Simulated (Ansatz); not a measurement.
# NiMoIrPdW (P3m1) in Ansatz: equation of state, part 2 of 2

Ansatz 0.2.0. The steps go on from the part before.

## Step 3: Single point, PBE, collinear spin, ferromagnetic start, 14.02 Å³/atom (volume scaled by 0.96)

Contents of input.yaml:

```yaml
crystal:
  lattice:
    - [2.7287748766, 0.0, 0.0]
    - [-1.3643874383, 2.3631934636, 0.0]
    - [0.0, 0.0, 10.8739433594]
  atoms:
    - { symbol: Ni, position: [0.33333, 0.66667, 0.59712], spin: 1.0 }
    - { symbol: Mo, position: [0.0, 0.0, 0.41074], spin: 1.0 }
    - { symbol: Pd, position: [0.66667, 0.33333, 0.7952] }
    - { symbol: Ir, position: [0.66667, 0.33333, 0.1996], spin: 0.6 }
    - { symbol: W, position: [0.33333, 0.66667, 0.99734] }
hamiltonian:
  xc: pbe
  pseudopotentials: { kind: paw }
magnetization:
  spin_polarized: true
kpoints:
  mp_grid: { grid: [11, 11, 3] }
scf:
  occupations: { method: fermi_dirac, width: 0.05 }
output:
  forces: true
  stress: true
  eigenvalues: true
  write_density: true
  write_potential: true
  elf: true
  volumetric_format: npy
```

Potentials or basis: Ansatz PAW.

On the command line:

```bash
$ ansatz run input.yaml --threads 8 --pin off --max-ram 20480MiB --backend cpu --events-out ev --progress --plain --runs-dir out
```

It took 35 s on 8 threads of AMD EPYC 7R43 (Zen 3), shared host; peak memory 0.7 GiB.

The run converged. Its results:

| Quantity | Value |
| --- | --- |
| Free energy | -40088.5862 eV |
| Pressure | 11.6 GPa |
| Largest force | 0.301 eV/Å |
| Band gap on the k mesh | none (metal or under the smearing width) |
| Net moment | 0.00 μB per cell |
| Absolute moment | 0.00 μB per cell |

Caveat: the starting moments weren't kept.

## Step 4: Single point, PBE, collinear spin, ferromagnetic start, 14.32 Å³/atom (volume scaled by 0.98)

Changes to input.yaml since step 3:

```diff
@@ -2,5 +2,5 @@
   lattice:
-    - [2.7287748766, 0.0, 0.0]
-    - [-1.3643874383, 2.3631934636, 0.0]
-    - [0.0, 0.0, 10.8739433594]
+    - [2.7475946084, 0.0, 0.0]
+    - [-1.3737973042, 2.3794918645, 0.0]
+    - [0.0, 0.0, 10.948938442]
   atoms:
```

On the command line:

```bash
$ ansatz run input.yaml --threads 8 --pin off --max-ram 20480MiB --backend cpu --events-out ev --progress --plain --runs-dir out
```

Run time: 37 s. Hardware: 8 threads of AMD EPYC 7R43 (Zen 3), shared host; peak memory 0.73 GiB.

It converged, with:

```
Free energy            : -40088.6640 eV
Pressure               : 5.6 GPa
Largest force          : 0.182 eV/Å
Band gap on the k mesh : none (metal or under the smearing width)
Net moment             : 0.00 μB per cell
Absolute moment        : 0.00 μB per cell
```

Caveat: the starting moments weren't kept.

## Step 5: Single point, PBE, collinear spin, ferromagnetic start, 14.61 Å³/atom

Changes to input.yaml since step 4:

```diff
@@ -2,5 +2,5 @@
   lattice:
-    - [2.7475946084, 0.0, 0.0]
-    - [-1.3737973042, 2.3794918645, 0.0]
-    - [0.0, 0.0, 10.948938442]
+    - [2.76616, 0.0, 0.0]
+    - [-1.38308, 2.39557, 0.0]
+    - [0.0, 0.0, 11.02292]
   atoms:
@@ -24,5 +24 @@
   eigenvalues: true
-  write_density: true
-  write_potential: true
-  elf: true
-  volumetric_format: npy
```

Potentials or basis: Ansatz PAW.

On the command line:

```bash
$ ansatz run input.yaml --threads 8 --pin off --max-ram 20480MiB --backend cpu --events-out ev --progress --plain --runs-dir out
```

The program printed:

```text
Warning: the atoms were moved onto the symmetric positions of the space group found under crystal.symmetry.tolerance 1.0e-5 (fractional; no operation is sought that the atoms, as they stand in a round, miss by more than twice it, and no atom is moved by as much as it), and the run uses the moved positions. Before a round's move an operation carried an atom to 2.77e-5 Å from where it should land, the largest such distance. Atom 0 (counting from 0) moved farthest, by 1.60e-5 Å; the longest move in fractions of the cell, of whichever atom, is 0.47 of the tolerance, in 1 round. To run the atoms as typed, lower crystal.symmetry.tolerance until the operations that they miss are no longer found, or set crystal.symmetry.detect: false (a key that needs symmetry detection or time reversal refuses this as the deck is read). The positions used, in the order of the run's atom list: position: [0.3333333333333333, 0.6666666666666666, 0.59712]; position: [0.0, 0.0, 0.41074]; position: [0.6666666666666666, 0.3333333333333333, 0.7952]; position: [0.6666666666666666, 0.3333333333333333, 0.1996]; position: [0.3333333333333333, 0.6666666666666666, 0.99734]; The lattice was moved too: crystal.lattice keeps the space group found at crystal.symmetry.tolerance 1.0e-5 only nearly: the operation that it misses by the most changes a squared length by the fraction 3.74e-6. The run uses the lattice that is a stretch of the typed one, with no rotation, onto the one that keeps every operation to a double's rounding (on a very oblique basis the stretch itself rounds by more); the deck's lattice vector that moved farthest moved by 2.98e-6 Å. To run the lattice as typed, set crystal.symmetry.tolerance under 3.73e-6, the least fraction by which an operation that the lattice misses changes a squared length (the same key also sets how far an atom may lie from its image, so lowering it can lose operations that the atoms keep only within it), or set crystal.symmetry.detect: false, as for the atoms. crystal.lattice made exact, in Å and degrees: [[2.766162984364202, 0.0, 0.0], [-1.383081492182101, 2.3955674154675757, 0.0], [0.0, 0.0, 11.02292]]. Pasted over the deck's crystal.lattice, beside positions in fractional coordinates, it runs the same cell (given as lengths and angles, that cell in the form's own orientation, a rigid turn of the misfit's size from the one run here, for which a checkpoint.post_process_only pass over this run's state can be refused: where this run relaxes nothing, give such a pass this deck's own crystal.lattice, as typed; behind a relaxation, as crystal.lattice, the state's own cell, identity.cell in its checkpoint.json), and a matrix so pasted ends this notice, except on a very skew basis of the lattice, where the rounding of the pasted numbers themselves can read as a misfit: the cell is then moved again, and that move is told again. The lattice as run is in this notice's lattice.as_run_ang field (Run.prep()["deck_notices"] in Python, the deck_notice line of an events file, deck_notices of ansatz run --dry-run=json, or deck_notices in record.json in the deck's checkpoint.write directory).
[... 138 lines left out ...]
  k-point 41 ↓: bands = ["-81.9251", "-71.4185", "-63.7044", "-52.8802", "-42.4799", "-42.2623", "-42.2526", "-39.7985", "-29.5407", "-29.4828", "-29.4255", "-28.4758", "-28.3806", "-28.2636", "-17.5283", "-17.3041", "-17.2262", "-14.3319", "-14.0983", "-13.9717", "15.7250", "15.9097", "16.3531", "16.5181", "16.8208", "16.8809", "17.0207", "17.1312", "17.4260", "17.7648", "17.9623", "18.4413", "18.7904", "19.1128", "19.4271", "19.7012", "20.3919", "20.5878", "20.9654", "21.1355", "21.3120", "21.5820", "22.5719", "22.9676", "23.5576", "25.5646", "25.9784", "27.0671", "27.6657", "27.8334", "28.9490"]
```

It took 34 s on 8 threads of AMD EPYC 7R43 (Zen 3), shared host; peak memory 0.72 GiB.

What came out:

```
Free energy            : -40088.6896 eV
Pressure               : 0.1 GPa
Largest force          : 0.161 eV/Å
Band gap on the k mesh : none (metal or under the smearing width)
Net moment             : 0.00 μB per cell
Absolute moment        : 0.00 μB per cell
```

Caveat: the starting moments weren't kept.

## Step 6: Single point, PBE, collinear spin, ferromagnetic start, 14.90 Å³/atom (volume scaled by 1.02)

Changes to input.yaml since step 5:

```diff
@@ -2,5 +2,5 @@
   lattice:
-    - [2.76616, 0.0, 0.0]
-    - [-1.38308, 2.39557, 0.0]
-    - [0.0, 0.0, 11.02292]
+    - [2.7844794743, 0.0, 0.0]
+    - [-1.3922397371, 2.4114351643, 0.0]
+    - [0.0, 0.0, 11.0959215977]
   atoms:
@@ -24 +24,5 @@
   eigenvalues: true
+  write_density: true
+  write_potential: true
+  elf: true
+  volumetric_format: npy
```

Potentials or basis: Ansatz PAW.

On the command line:

```bash
$ ansatz run input.yaml --threads 8 --pin off --max-ram 20480MiB --backend cpu --events-out ev --progress --plain --runs-dir out
```

Run time: 40 s. Hardware: 8 threads of AMD EPYC 7R43 (Zen 3), shared host; peak memory 0.72 GiB.

It converged, with:

```
Free energy            : -40088.6684 eV
Pressure               : -4.7 GPa
Largest force          : 0.227 eV/Å
Band gap on the k mesh : none (metal or under the smearing width)
Net moment             : 0.00 μB per cell
Absolute moment        : 0.00 μB per cell
```

Caveat: the starting moments weren't kept.

## Step 7: Single point, PBE, collinear spin, ferromagnetic start, 15.19 Å³/atom (volume scaled by 1.04)

Changes to input.yaml since step 6:

```diff
@@ -2,5 +2,5 @@
   lattice:
-    - [2.7844794743, 0.0, 0.0]
-    - [-1.3922397371, 2.4114351643, 0.0]
-    - [0.0, 0.0, 11.0959215977]
+    - [2.8025610165, 0.0, 0.0]
+    - [-1.4012805082, 2.427094273, 0.0]
+    - [0.0, 0.0, 11.1679750556]
   atoms:
@@ -24,5 +24 @@
   eigenvalues: true
-  write_density: true
-  write_potential: true
-  elf: true
-  volumetric_format: npy
```

On the command line:

```bash
$ ansatz run input.yaml --threads 8 --pin off --max-ram 20480MiB --backend cpu --events-out ev --progress --plain --runs-dir out
```

Wall time 34 s (8 threads of AMD EPYC 7R43 (Zen 3), shared host); peak memory 0.74 GiB.

It converged, with:

| Property | Result |
| --- | --- |
| Free energy | -40088.6056 eV |
| Pressure | -9.0 GPa |
| Largest force | 0.288 eV/Å |
| Band gap on the k mesh | none (metal or under the smearing width) |
| Net moment | 0.00 μB per cell |
| Absolute moment | 0.00 μB per cell |

Caveat: the starting moments weren't kept.

## Step 8: Single point, PBE, collinear spin, ferromagnetic start, 15.49 Å³/atom (volume scaled by 1.06)

Changes to input.yaml since step 7:

```diff
@@ -2,5 +2,5 @@
   lattice:
-    - [2.8025610165, 0.0, 0.0]
-    - [-1.4012805082, 2.427094273, 0.0]
-    - [0.0, 0.0, 11.1679750556]
+    - [2.8204122049, 0.0, 0.0]
+    - [-1.4102061024, 2.442553889, 0.0]
+    - [0.0, 0.0, 11.2391105725]
   atoms:
```

On the command line:

```bash
$ ansatz run input.yaml --threads 8 --pin off --max-ram 20480MiB --backend cpu --events-out ev --progress --plain --runs-dir out
```

Wall time 38 s (8 threads of AMD EPYC 7R43 (Zen 3), shared host); peak memory 0.71 GiB.

It converged, with:

```
Free energy            : -40088.5056 eV
Pressure               : -12.9 GPa
Largest force          : 0.345 eV/Å
Band gap on the k mesh : none (metal or under the smearing width)
Net moment             : 0.00 μB per cell
Absolute moment        : 0.00 μB per cell
```

Caveat: the starting moments weren't kept.

## Step 9: Equation of state, PBE, collinear spin, ferromagnetic start

Potentials or basis: Ansatz PAW.

This step only gathers the single runs of the series.

Results:

* Equilibrium volume: 14.62 Å³/atom
* Bulk modulus at fixed shape and positions: 255 GPa
* Pressure derivative of the bulk modulus: 4.7

Energy against volume, from the lowest point:
| volume (Å³/atom) | energy (meV/atom) |
| --- | --- |
| 13.732 | 47.97 |
| 14.024 | 20.68 |
| 14.317 | 5.11 |
| 14.609 | 0.00 |
| 14.901 | 4.23 |
| 15.193 | 16.80 |
| 15.485 | 36.80 |

Caveat: the cell was scaled at fixed shape and fractional positions, which overstates the stiffness of a crystal with free parameters, most of all of layers and chains. The run has no spin-orbit coupling, so splittings on Ir, W are missing.
